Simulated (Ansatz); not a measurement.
# ScAl3: the cost of one run

Method: DFT PBEsol, scalar-relativistic, plane waves, PAW, in Ansatz 0.2.0.

**1. The system as given**

It takes space group Pm-3m (No. 221, cubic). The conventional cell has a = 4.100 Å, b = 4.100 Å, c = 4.100 Å, α = 90.00°, β = 90.00°, γ = 90.00°. Around Al (site symmetry 4/mmm) lie 8 Al at 2.90 Å and 4 Sc at 2.90 Å. Around Sc (site symmetry m-3m) lie 12 Al at 2.90 Å.

As a file:

```xyz
4
Lattice="4.1000 0.0000 0.0000 0.0000 4.1000 0.0000 0.0000 0.0000 4.1000" Properties=species:S:1:pos:R:3 pbc="T T T"
Al    0.0000    2.0500    2.0500
Al    2.0500    0.0000    2.0500
Al    2.0500    2.0500    0.0000
Sc    0.0000    0.0000    0.0000
```

**2. Relaxing cell and atoms: ScAl3, no spin**

input.yaml reads:

```yaml
crystal:
  lattice:
    - [4.1, 0.0, 0.0]
    - [0.0, 4.1, 0.0]
    - [0.0, 0.0, 4.1]
  atoms:
    - { symbol: Al, position: [0.0, 0.5, 0.5] }
    - { symbol: Al, position: [0.5, 0.0, 0.5] }
    - { symbol: Al, position: [0.5, 0.5, 0.0] }
    - { symbol: Sc, position: [0.0, 0.0, 0.0] }
scf:
  occupations: { method: gaussian, width: 0.1 }
output:
  forces: true
  stress: true
  eigenvalues: true
  write_density: true
  write_potential: true
  elf: true
  volumetric_format: npy
hamiltonian:
  xc: pbesol
relax:
  f_tol: 0.003
  max_steps: 60
  cell: { stress_tol: 0.02 }
kpoints:
  mp_grid: { grid: [12, 12, 12] }
```

Command:

```bash
$ ansatz run input.yaml --threads 8 --pin off --max-ram 16384MiB --backend cpu --events-out ev --progress --plain --runs-dir out
```

What time and memory should one allow on 8 threads of Arm Neoverse N1, shared host?

About 8.5 s, with a peak of 0.47 GiB.
